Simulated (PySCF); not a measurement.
# [SnH5]− (SMILES [H][Sn-]([H])([H])([H])[H]): wB97X-V/STO-3G

What is the vertical singlet–triplet gap of [SnH5]− at wB97X-V/STO-3G? The job is set up through a Python script.

Program for the calculation: PySCF 2.14.0.

5 further runs of the same task are left out: 5 set aside as unsound or not needed.

### Step 1. The system as given

[SnH5]− has 6 atoms, charge -1, and is taken as a singlet. As SMILES, `[H][Sn-]([H])([H])([H])[H]`. Geometry: a GFN2-xTB relaxation, a rough one for these elements and not checked as a minimum.

Bond lengths: Sn1–H2 1.885 Å, Sn1–H3 1.889 Å, Sn1–H4 1.782 Å, Sn1–H5 1.783 Å, Sn1–H6 1.782 Å. Angles: H2–Sn1–H3 179.8°, H2–Sn1–H4 90.0°, H2–Sn1–H5 89.9°, H2–Sn1–H6 90.0°, H3–Sn1–H4 90.0°, H3–Sn1–H5 89.9°, H3–Sn1–H6 90.2°, H4–Sn1–H5 120.0°, H4–Sn1–H6 120.0°, H5–Sn1–H6 119.9°.

### Step 2. The energy at wB97X-V/STO-3G

Input file input.xyz:

```xyz
6
H5Sn
Sn     0.000450    -0.001410     0.000420
H     -0.020070    -0.006290     1.885790
H      0.020250     0.010720    -1.888030
H      1.782780     0.010780     0.018860
H     -0.902470     1.535970    -0.003420
H     -0.880950    -1.549760    -0.013620
```

Input file calc.py:

```python
from pyscf import gto, dft

system = gto.M(
    atom='input.xyz',
    verbose=3,
    max_memory=1860,
    basis='sto-3g',
    charge=-1,
)

mf = dft.RKS(system, xc='wb97x-v')
mf.nlcgrids.level = 1
mf.conv_tol = 1e-10
mf.grids.level = 5
mf.kernel()
if not mf.converged:
    mf = mf.newton().run(mf.mo_coeff, mf.mo_occ)

e_final = mf.e_tot
print('E(%s) = %.9f' % ('WB97X-V', e_final))
```

Launch:

```bash
$ OMP_NUM_THREADS=1 python calc.py
```

The log of the run:

```text
converged SCF energy = -5967.81494325356
E(WB97X-V) = -5967.814943254
```

Run time: 20 s. Hardware: 1 thread of Intel Xeon Platinum 8375C at 2.90GHz (Ice Lake), shared host; peak memory 0.25 GiB.

### Step 3. The triplet at the same level

input.xyz: that of step 2 with these lines changed.

```diff
@@ -1,3 +1,3 @@
 6
-H5Sn
+
 Sn     0.000450    -0.001410     0.000420
```

Input file job.py:

```python
from pyscf import gto, dft

mol = gto.M(
    atom='input.xyz',
    basis='sto-3g',
    spin=2,
    verbose=4,
    charge=-1,
    max_memory=1860,
)

mf = dft.UKS(mol)
mf.xc = 'wb97x-v'
mf.grids.level = 5
mf.nlcgrids.level = 1
mf.conv_tol = 1e-10
mf.kernel()
if not mf.converged:
    mf = mf.newton().run(mf.mo_coeff, mf.mo_occ)

e_tot = mf.e_tot
print('Final energy', e_tot)
```

Launch:

```bash
$ OMP_NUM_THREADS=1 python job.py
```

The log of the run:

```text
PySCF version 2.14.0

[INPUT] num. atoms = 6
[INPUT] num. electrons = 56
[INPUT] charge = -1
[INPUT] spin (= nelec alpha-beta = 2S) = 2
[INPUT] symmetry False subgroup None
[INPUT] Mole.unit = angstrom
[INPUT] Symbol           X                Y                Z      unit          X                Y                Z       unit  Magmom
[INPUT]  1 Sn     0.000450000000  -0.001410000000   0.000420000000 AA    0.000850376756  -0.002664513836   0.000793684972 Bohr   0.0
[INPUT]  2 H     -0.020070000000  -0.006290000000   1.885790000000 AA   -0.037926803320  -0.011886377324   3.563626628444 Bohr   0.0
[INPUT]  3 H      0.020250000000   0.010720000000  -1.888030000000 AA    0.038266954022   0.020257864055  -3.567859614963 Bohr   0.0
[INPUT]  4 H      1.782780000000   0.010780000000   0.018860000000 AA    3.368965940352   0.020371247623   0.035640234709 Bohr   0.0
[INPUT]  5 H     -0.902470000000   1.535970000000  -0.003420000000 AA   -1.705421135636   2.902562635548  -0.006462863346 Bohr   0.0
[INPUT]  6 H     -0.880950000000  -1.549760000000  -0.013620000000 AA   -1.664754229436  -2.928621958806  -0.025738069817 Bohr   0.0

nuclear repulsion = 74.454838936137
number of shells = 16
number of NR pGTOs = 96
number of NR cGTOs = 32
basis = sto-3g
ecp = {}

[... 45 lines left out ...]
[... the frontier-level lines of each cycle are left out ...]
[... 5 lines left out ...]
[... 5 lines left out ...]
[... 5 lines left out ...]
[... 5 lines left out ...]
[... 5 lines left out ...]
[... 5 lines left out ...]
[... 5 lines left out ...]
[... 5 lines left out ...]
[... 5 lines left out ...]
[... 5 lines left out ...]
[... 5 lines left out ...]
[... 1 line left out ...]
cycle= 12 E= -5967.50654978019  delta_E= -1.49e-08  |g|= 3.28e-05  |ddm|= 0.0012


cycle= 13 E= -5967.50654980554  delta_E= -2.54e-08  |g|= 2.67e-05  |ddm|= 0.00171


cycle= 14 E= -5967.50654982846  delta_E= -2.29e-08  |g|= 1.65e-05  |ddm|= 0.00199


cycle= 15 E= -5967.50654984249  delta_E= -1.4e-08  |g|= 3.49e-06  |ddm|= 0.00289


cycle= 16 E= -5967.50654984271  delta_E= -2.13e-10  |g|= 9.68e-07  |ddm|= 0.000367


cycle= 17 E= -5967.50654984271  delta_E= -9.09e-13  |g|= 7.7e-07  |ddm|= 1.39e-05


Extra cycle  E= -5967.50654984272  delta_E= -1.36e-11  |g|= 6.95e-07  |ddm|= 7.78e-06
converged SCF energy = -5967.50654984272  <S^2> = 2.0453914  2S+1 = 3.0301099
Final energy -5967.506549842721
```

It took 44 s on 1 thread of Intel Xeon Platinum 8375C at 2.90GHz (Ice Lake), shared host; peak memory 0.26 GiB.

### Step 4. Results

Level: wB97X-V/STO-3G.

```
                                                      quantity           value
                                         singlet: total energy  -5967.81494 Eh
                                          singlet: HOMO energy         2.25 eV
                                          singlet: LUMO energy        17.32 eV
singlet: HOMO–LUMO gap (to an unbound level, set by the basis)        15.07 eV
                                         triplet: total energy  -5967.50655 Eh
                   triplet: HOMO energy (highest over α and β)        10.58 eV
                                                 triplet: ⟨S²⟩           2.045
              vertical energy of the triplet above the singlet        8.392 eV
```

**Reading.** At this shape the triplet lies 8.39 eV (194 kcal/mol) above the singlet. For an anion a state so high probably lies above electron detachment. In a minimal basis such a difference can be off by several eV, whatever the method. The HOMO (singlet) lies at positive energy, 2.25 eV; only total energies tell whether the electron is bound. Relativity is left out (singlet) although the molecule holds a heavy atom. The HOMO (triplet) lies at positive energy, 10.58 eV; only total energies tell whether the electron is bound. Relativity is left out (triplet) although the molecule holds a heavy atom.
